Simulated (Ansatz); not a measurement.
# Ti (Fm-3m): equation of state with a fit from a Python script

Where is the equilibrium volume of Ti (Fm-3m), and how stiff is it? A script is to give an equation of state with a fit; the system is Ti (Fm-3m).

This is Ti in the fcc structure; at room conditions it is hcp.

All numbers are computed with the Python package of Ansatz 0.2.0. Level of theory: DFT r2SCAN, plane waves, PAW.

## (1) The structure

The structure is cubic, space group Fm-3m (No. 225). Conventional cell: a = 4.060 Å, b = 4.060 Å, c = 4.060 Å, α = 90.00°, β = 90.00°, γ = 90.00°. Ti (site symmetry m-3m) has 12 Ti at 2.87 Å as nearest neighbours.

The script holds or builds the structure itself.

## (2) The script

eos.py reads:

```python
"""Bulk modulus of Ti from an E(V) curve."""

import ansatz
from ase.eos import EquationOfState
from ase.units import GPa
import numpy as np

XC = "r2scan"
OCCUPATIONS = "Fermi-Dirac"
SIGMA = 0.15
CUTOFF = 600
MESH = (12, 12, 12)

vectors0 = np.array([
    [0.0, 2.03, 2.03],
    [2.03, 0.0, 2.03],
    [2.03, 2.03, 0.0],
])
sites = [
    ("Ti", [0.0, 0.0, 0.0]),
]


def make_crystal(cell):
    crystal = ansatz.Crystal(lattice=ansatz.Lattice.of(cell))
    for symbol, position in sites:
        crystal = crystal.atom(symbol, position)
    return crystal


def main() -> None:
    # uniform scaling of the cell
    volumes, energies, pressures = [], [], []
    for scale in np.linspace(0.9, 1.1, 9):
        cell = vectors0 * scale ** (1 / 3)
        calculation = (
            make_crystal(cell).calculation()
            .functional(XC)
            .occupations(OCCUPATIONS, width=SIGMA)
            .basis(CUTOFF)
            .kpoints(*MESH)
            .stress()
        )
        r = calculation.run(threads=1).report
        volumes.append(abs(np.linalg.det(cell)) / len(sites))
        energies.append(r["free_energy_ev"] / len(sites))
        pressures.append(np.trace(r["stress_gpa"]) / 3)
        print(f"V = {volumes[-1]:8.4f} A^3/atom  F = {energies[-1]:.5f} eV/atom  P = {pressures[-1]:8.3f} GPa")

    eos = EquationOfState(volumes, energies, eos="birchmurnaghan")
    v0, e0, bulk = eos.fit()
    print(f"V0 = {v0:.4f} A^3/atom, E0 = {e0:.5f} eV/atom, B = {bulk / GPa:.1f} GPa")
    eos.plot("eos.png")


if __name__ == "__main__":
    main()
```

## (3) The input behind the calls

The package turns the script's settings into the engine's input (first run):

```yaml
crystal:
  lattice:
    - [0.0, 1.9599434507494282, 1.9599434507494282]
    - [1.9599434507494282, 0.0, 1.9599434507494282]
    - [1.9599434507494282, 1.9599434507494282, 0.0]
  atoms:
    - { symbol: Ti, position: [0.0, 0.0, 0.0] }
basis:
  ecutwfc: 600.0
kpoints:
  mp_grid:
    grid: [12, 12, 12]
hamiltonian:
  xc: r2scan
scf:
  occupations:
    method: fermi_dirac
    width: 0.15
output:
  stress: true
```

## (4) Launch

On the command line:

```sh
python eos.py
```

**Question.** Estimate the equilibrium volume and the bulk modulus.

The runs gave:

```
                      quantity            value
                 runs compared                9
               range of energy  137.05 meV/atom
lowest point, volume (Å³/atom)           17.567
      equilibrium volume (fit)    17.44 Å³/atom
            bulk modulus (fit)          110 GPa
```

What this shows: A third-order Birch-Murnaghan fit through the 9 points has its minimum at 17.44 Å³ an atom, 4.2 % above the typed cell, with a bulk modulus of 110 GPa and dB/dP = 3.2. From that minimum the energy rises by 137.4 meV an atom on the compressed side and 17.1 meV on the expanded side. Spin is left out of this run. The mesh is modest for a metal, so energies can be off by several to tens of meV an atom and pressures by half a GPa or more; differences at equal mesh fare better. A Fermi-Dirac width this large means warm electrons, whose thermal share enters the free energy. Pressure is positive in compression. This isn't the structure that Ti takes at ambient conditions.
